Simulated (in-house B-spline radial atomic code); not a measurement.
# Cl¹³⁺: a test of the number of DIIS vectors

Aim: see how the result and the number of iterations for Cl¹³⁺ depend on the number of DIIS vectors.

The numbers are computed with in-house B-spline radial atomic code version 1 (non-relativistic Hartree-Fock, spin-polarised, average of configuration, point nucleus, basis-set limit), except any that are marked as measured or tabulated.

## (1) Starting point

- element: chlorine (Z = 17)
- charge: +13
- electrons: 4
- configuration: [He] 2s2
- Hamiltonian: non-relativistic
- nucleus: point

The outer shells:

[He] 2s2
```
[He] core
2s [↑↓]
```

Where spins are not typed, each open shell is filled with up spins first.

A run counts as converged when the orbital gradient is under the tolerance times 17 hartree (or under the basis's noise floor) and the energy moved by less than 1e-8 hartree times the root of its size. Energy differences under 1e-06 hartree are noise.

Input settings:

```ini
Z = 17
electrons = 4.0
configuration = [He] 2s2
hamiltonian = nr
method = hf
spin_polarised = True
knot_spacing = 0.22
spline_order = 8
gauss_points = 12
box_radius = 4.38
max_iterations = 70
damping = 0.5
damped_steps = 3
diis_vectors = 10
tolerance = 1e-08
start = Thomas-Fermi
```

From the earlier run of the reference: total energy -335.357042 hartree. Levels, eight at most:

| orbital | occupation | energy (eV) | <r> (bohr) |
| --- | --- | --- | --- |
| 1s down | 1 | -3479.54 | 0.09035 |
| 1s up | 1 | -3479.54 | 0.09035 |
| 2s down | 1 | -742.14 | 0.3882 |
| 2s up | 1 | -742.14 | 0.3882 |

## (2) Number of DIIS vectors 0

Settings: those of step 1 with these lines changed.

```diff
@@ -13,3 +13,3 @@
 damped_steps = 3
-diis_vectors = 10
+diis_vectors = 0
 tolerance = 1e-08
```

The run is started by

```
$ python run_scf.py task.json out
```

The settings of every run stand in task.json; they run in order.

From the run's result record (rounded, not every field):

```text
{
  "status": "converged",
  "scf [iteration, energy, orbital gradient]": [
    [1, -333.698314907, 1.26],
    [2, -335.356515228, 0.017],
    [3, -335.356899139, 0.00898],
    [4, -335.357003158, 0.00474],
    [5, -335.357031358, 0.0025],
    [6, -335.35703901, 0.00132],
    [7, -335.357041089, 0.000697],
    [8, -335.357041654, 0.000368],
    [9, -335.357041808, 0.000194],
    [10, -335.35704185, 0.000102],
    [11, -335.357041862, 5.4e-05],
    [12, -335.357041865, 2.85e-05],
    [13, -335.357041866, 1.5e-05],
    [14, -335.357041866, 7.92e-06],
    [15, -335.357041866, 4.18e-06],
    [16, -335.357041866, 2.2e-06],
    [17, -335.357041866, 1.16e-06],
    [18, -335.357041866, 6.12e-07],
    [19, -335.357041866, 3.23e-07],
    [20, -335.357041866, 1.7e-07],
    [21, -335.357041866, 8.97e-08]
  ],
  "energy [hartree]": {"total": -335.357041866, "kinetic": 335.357039933, "nuclear": -695.783643087, "coulomb": 38.401809562, "exact_exchange": -13.3322482744},
  "orbitals [hartree, bohr; up spins, the down spins are equal]": [
    ["name", "occ", "eps", "<r>"],
    ["1s up", 1.0, -127.87064, 0.090353],
    ["2s up", 1.0, -27.273104, 0.38819]
  ],
  "sum_r [bohr^k]": {"-1": 40.92845, "1": 0.9570814, "2": 0.3737392},
  "energy_minus_base [hartree]": 3.46744855e-12
}
```

It took 0.07 s on 1 thread, shared host.

energy_minus_base is the energy less that of the reference run.

## (3) Number of DIIS vectors 1

Settings: those of step 2 with these lines changed.

```diff
@@ -13,3 +13,3 @@
 damped_steps = 3
-diis_vectors = 0
+diis_vectors = 1
 tolerance = 1e-08
```

Main fields:

```text
{
  "status": "converged",
  "scf [iteration, energy, orbital gradient]": [
    [1, -333.698314907, 1.26],
    [2, -335.356515228, 0.017],
    [3, -335.356899139, 0.00898],
    [4, -335.357003158, 0.00474],
    [5, -335.357041785, 0.000264],
    [6, -335.357041866, 1.39e-05],
    [7, -335.357041866, 7.85e-07],
    [8, -335.357041866, 4.5e-08]
  ],
  "energy [hartree]": {"total": -335.357041866, "kinetic": 335.3570413, "nuclear": -695.783644552, "coulomb": 38.4018096984, "exact_exchange": -13.3322483123},
  "orbitals [hartree, bohr; up spins, the down spins are equal]": [
    ["name", "occ", "eps", "<r>"],
    ["1s up", 1.0, -127.87064, 0.090353],
    ["2s up", 1.0, -27.273104, 0.38819]
  ],
  "sum_r [bohr^k]": {"-1": 40.92845, "1": 0.9570814, "2": 0.3737392},
  "energy_minus_base [hartree]": 3.41060513e-12
}
```

Run time: 0.03 s. Hardware: 1 thread, shared host.

## (4) Number of DIIS vectors 2

Settings: those of step 3 with these lines changed.

```diff
@@ -13,3 +13,3 @@
 damped_steps = 3
-diis_vectors = 1
+diis_vectors = 2
 tolerance = 1e-08
```

Main fields:

```text
{
  "status": "converged",
  "scf [iteration, energy, orbital gradient]": [
    [1, -333.698314907, 1.26],
    [2, -335.356515228, 0.017],
    [3, -335.356899139, 0.00898],
    [4, -335.357003158, 0.00474],
    [5, -335.357041785, 0.000264],
    [6, -335.357041866, 7.54e-06],
    [7, -335.357041866, 1.23e-07]
  ],
  "energy [hartree]": {"total": -335.357041866, "kinetic": 335.357041388, "nuclear": -695.783644606, "coulomb": 38.4018096647, "exact_exchange": -13.3322483122},
  "orbitals [hartree, bohr; up spins, the down spins are equal]": [
    ["name", "occ", "eps", "<r>"],
    ["1s up", 1.0, -127.87064, 0.090353],
    ["2s up", 1.0, -27.273104, 0.38819]
  ],
  "sum_r [bohr^k]": {"-1": 40.92845, "1": 0.9570814, "2": 0.3737392},
  "energy_minus_base [hartree]": 3.41060513e-12
}
```

Wall time 0.03 s (1 thread, shared host).

## (5) Number of DIIS vectors 4

Settings: those of step 4 with these lines changed.

```diff
@@ -13,3 +13,3 @@
 damped_steps = 3
-diis_vectors = 2
+diis_vectors = 4
 tolerance = 1e-08
```

Main fields:

```text
{
  "status": "converged",
  "scf [iteration, energy, orbital gradient]": [
    [1, -333.698314907, 1.26],
    [2, -335.356515228, 0.017],
    [3, -335.356899139, 0.00898],
    [4, -335.357003158, 0.00474],
    [5, -335.357041785, 0.000264],
    [6, -335.357041866, 7.54e-06],
    [7, -335.357041866, 4.92e-08]
  ],
  "energy [hartree]": {"total": -335.357041866, "kinetic": 335.357041666, "nuclear": -695.783644966, "coulomb": 38.4018097572, "exact_exchange": -13.3322483234},
  "orbitals [hartree, bohr; up spins, the down spins are equal]": [
    ["name", "occ", "eps", "<r>"],
    ["1s up", 1.0, -127.87064, 0.090353],
    ["2s up", 1.0, -27.273104, 0.38819]
  ],
  "sum_r [bohr^k]": {"-1": 40.92845, "1": 0.9570814, "2": 0.3737392},
  "energy_minus_base [hartree]": 3.35376171e-12
}
```

Wall time 0.03 s (1 thread, shared host).

## (6) Number of DIIS vectors 20

Settings: those of step 5 with these lines changed.

```diff
@@ -13,3 +13,3 @@
 damped_steps = 3
-diis_vectors = 4
+diis_vectors = 20
 tolerance = 1e-08
```

Main fields:

```text
{
  "status": "converged",
  "scf [iteration, energy, orbital gradient]": [
    [1, -333.698314907, 1.26],
    [2, -335.356515228, 0.017],
    [3, -335.356899139, 0.00898],
    [4, -335.357003158, 0.00474],
    [5, -335.357041785, 0.000264],
    [6, -335.357041866, 7.54e-06],
    [7, -335.357041866, 4.92e-08]
  ],
  "energy [hartree]": {"total": -335.357041866, "kinetic": 335.357041666, "nuclear": -695.783644966, "coulomb": 38.4018097572, "exact_exchange": -13.3322483234},
  "orbitals [hartree, bohr; up spins, the down spins are equal]": [
    ["name", "occ", "eps", "<r>"],
    ["1s up", 1.0, -127.87064, 0.090353],
    ["2s up", 1.0, -27.273104, 0.38819]
  ],
  "sum_r [bohr^k]": {"-1": 40.92845, "1": 0.9570814, "2": 0.3737392},
  "energy_minus_base [hartree]": 3.35376171e-12
}
```

It took 0.03 s on 1 thread, shared host.

## (7) What each setting did

| run | outcome | iterations | energy less the reference (hartree) |
| --- | --- | --- | --- |
| reference | converged | 7 | 0 |
| number of DIIS vectors 0 | converged | 21 | below noise |
| number of DIIS vectors 1 | converged | 8 | below noise |
| number of DIIS vectors 2 | converged | 7 | below noise |
| number of DIIS vectors 4 | converged | 7 | below noise |
| number of DIIS vectors 20 | converged | 7 | below noise |

What this shows: Of 5 changed inputs, 5 gave the reference energy within 1e-05 hartree. Among the runs that reach the reference energy the iterations number 7 to 21, against 7: this setting changes the number of steps, not the answer. No value tried here spoils the result.
